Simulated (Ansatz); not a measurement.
# C2H8AlClSi: a ladder of functionals and wavefunction methods

Aim: compute C2H8AlClSi with functionals from several rungs and with coupled cluster. The yardstick is the atomisation energy at the CCSD(T) limit.

Method: functionals in def2-TZVPP, the program's frozen cores in correlated methods; program: Ansatz 0.2.0, Gaussian basis.

Plan: PBE-D4, r2SCAN-D4, PBE0-D4, B3LYP-D4, ωB97X-V, ωB97M-V, B2PLYP; CCSD(T)/def2-TZVPP; MP2/def2-QZVPP; extrapolation to the limit.

## Step 1: The geometry

All runs share one geometry, relaxed beforehand with PBE0-D4 in a triple-zeta def2 set.

SMILES `C[CH]([AlH2])[SiH2]Cl`, 13 atoms, charge 0, spin multiplicity 1.

Atoms are counted from 1 here; the program's logs count them from 0.

Bond lengths: C1–C2 1.535 Å, C1–H6 1.093 Å, C1–H7 1.094 Å, C1–H8 1.094 Å, C2–Al3 2.012 Å, C2–Si4 1.830 Å, C2–H9 1.095 Å, Al3–H10 1.588 Å, Al3–H11 1.588 Å, Si4–Cl5 2.151 Å, Si4–H12 1.481 Å, Si4–H13 1.484 Å. Angles: C2–C1–H6 111.2°, C2–C1–H7 111.6°, C2–C1–H8 112.7°, H6–C1–H7 106.4°, H6–C1–H8 107.3°, H7–C1–H8 107.2°, C1–C2–Al3 112.9°, C1–C2–Si4 115.0°, C1–C2–H9 112.0°, Al3–C2–Si4 96.9°, Al3–C2–H9 109.8°, Si4–C2–H9 109.3°, C2–Al3–H10 118.0°, C2–Al3–H11 116.4°, H10–Al3–H11 122.4°, C2–Si4–Cl5 101.1°, C2–Si4–H12 116.5°, C2–Si4–H13 118.4° and more.

Coordinates:

```xyz
13

C    -1.58312    0.46594   -0.03645
C    -0.31682   -0.29056   -0.46005
Al    0.51595   -1.32854    1.04940
Si    1.13122    0.76816   -0.82314
Cl    2.29980    0.49965    0.96217
H    -2.37043   -0.22432    0.27734
H    -1.39195    1.12456    0.81553
H    -1.99418    1.08532   -0.83950
H    -0.50211   -0.95519   -1.31026
H     1.38581   -2.60632    0.68453
H    -0.12240   -1.11679    2.48744
H     2.03510    0.30617   -1.90201
H     0.93352    2.23703   -0.89031
```

## Step 2: PBE-D4 (GGA)

in.yaml reads:

```yaml
crystal:
  periodic: [false, false, false]
  atoms:
    - {symbol: C, position_ang: [-1.583120, 0.465937, -0.036450]}
    - {symbol: C, position_ang: [-0.316815, -0.290563, -0.460048]}
    - {symbol: Al, position_ang: [0.515947, -1.328538, 1.049395]}
    - {symbol: Si, position_ang: [1.131223, 0.768155, -0.823136]}
    - {symbol: Cl, position_ang: [2.299803, 0.499652, 0.962167]}
    - {symbol: H, position_ang: [-2.370427, -0.224322, 0.277341]}
    - {symbol: H, position_ang: [-1.391951, 1.124556, 0.815532]}
    - {symbol: H, position_ang: [-1.994178, 1.085318, -0.839500]}
    - {symbol: H, position_ang: [-0.502109, -0.955194, -1.310259]}
    - {symbol: H, position_ang: [1.385806, -2.606316, 0.684533]}
    - {symbol: H, position_ang: [-0.122400, -1.116788, 2.487441]}
    - {symbol: H, position_ang: [2.035097, 0.306174, -1.902006]}
    - {symbol: H, position_ang: [0.933524, 2.237026, -0.890311]}
basis:
  gaussian: {orbitals: def2-TZVPP}
hamiltonian: {xc: pbe, dispersion: d4}
output: {forces: true, orbitals: {seedname: orbitals}}
```

Run with:

```bash
$ ansatz run in.yaml --threads 4 --pin off --events-out ev --progress --plain --max-ram 10444MiB
```

Further steps of the session: r2SCAN-D4 (meta-GGA); PBE0-D4 (hybrid); B3LYP-D4 (hybrid); ωB97X-V (range-separated); ωB97M-V (range-separated); B2PLYP (double hybrid); CCSD(T) in def2-TZVPP; MP2 in def2-QZVPP.

Q: Predict the results of all the runs planned. Wanted: atomisation energy, CCSD(T)/CBS; farthest; mean size of error, hybrid; mean size of error, range-separated; gap, smallest and largest; T1 diagnostic; triples share of the correlation energy.

The runs gave:

| quantity | value |
| --- | --- |
| atomisation energy, CCSD(T)/CBS | 4370.6 kJ/mol |
| functionals within 21.9 kJ/mol (0.5 %) | PBE-D4, r2SCAN-D4, PBE0-D4, B3LYP-D4, ωB97X-V, ωB97M-V |
| farthest | B2PLYP (-71.6 kJ/mol) |
| mean size of error, hybrid | 17.3 kJ/mol |
| mean size of error, range-separated | 15.0 kJ/mol |
| gap, smallest and largest | 4.66 eV (PBE-D4), 10.92 eV (ωB97X-V) |
| T1 diagnostic | 0.0099 |
| triples share of the correlation energy | 3.9 % |

What this shows: PBE-D4 is off by +9.1 kJ/mol. Double hybrids carry the basis error of their MP2 part in triple zeta, and no dispersion term here, so their miss is partly the set-up's. Misses under about 21.9 kJ/mol are within the doubt on the reference itself, which lacks core-valence correlation, relativity and higher excitations. Hartree-Fock recovers 76 % of the binding; the rest is correlation. The gap grows from 4.7 to 10.9 eV across the functionals, mostly with the share of exact exchange.
